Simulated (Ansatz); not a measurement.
# Ga: the cost of one run

Method: DFT PBEsol, scalar-relativistic, in Ansatz 0.2.0.

**1. Starting point**

The structure is orthorhombic, space group Cmce (No. 64). The conventional cell has a = 4.511 Å, b = 7.645 Å, c = 4.517 Å, α = 90.00°, β = 90.00°, γ = 90.00°. Ga (site symmetry m) is surrounded by 7 Ga at 2.44 to 2.79 Å.

As a file:

```
CELL_PARAMETERS angstrom
2.25535 -3.82240 0.00000
2.25535 3.82240 0.00000
0.00000 0.00000 4.51670
ATOMIC_POSITIONS crystal
Ga 0.15250 0.84750 0.07850
Ga 0.65250 0.34750 0.42150
Ga 0.84750 0.15250 0.92150
Ga 0.34750 0.65250 0.57850
```

Atoms are numbered in the order of the input: Ga1, Ga2, Ga3, Ga4.

**2. After the deformation**

Space group Cmce before, Cmce after.

**3. All-electron LAPW**

Contents of input.yaml:

```yaml
crystal:
  lattice:
    - [2.300457, -3.898848, 0.0]
    - [2.300457, 3.898848, 0.0]
    - [0.0, 0.0, 4.5167]
  atoms:
    - { symbol: Ga, position: [0.1525, 0.8475, 0.0785] }
    - { symbol: Ga, position: [0.6525, 0.3475, 0.4215] }
    - { symbol: Ga, position: [0.8475, 0.1525, 0.9215] }
    - { symbol: Ga, position: [0.3475, 0.6525, 0.5785] }
kpoints:
  mp_grid: { grid: [9, 9, 8] }
  band_path:
    path:
      - [0.0, 0.0, 0.0]
      - [-0.5, 0.5, 0.0]
      - [-0.337035342, 0.662964658, 0.0]
      - [0.337035342, 0.337035342, 0.0]
      - [0.0, 0.0, 0.0]
      - [0.0, 0.0, 0.5]
      - [0.337035342, 0.337035342, 0.5]
      - [-0.337035342, 0.662964658, 0.5]
      - [-0.5, 0.5, 0.5]
    npoints: 5
scf:
  occupations: { method: fermi_dirac, width: 0.05 }
hamiltonian:
  xc: pbesol
  pseudopotentials: { kind: all_electron, lapw: { basis_error: 0.001 } }
output:
  forces: true
  stress: true
  eigenvalues: true
```

Run with:

```console
> ansatz run input.yaml --threads 1 --pin off --max-ram 6144MiB --backend cpu --events-out ev --progress --plain --runs-dir out
```

Q: Estimate wall time and peak memory on 1 thread of AMD EPYC 9R45 (Zen 5), shared host.

About 37 s, with a peak of 0.99 GiB.
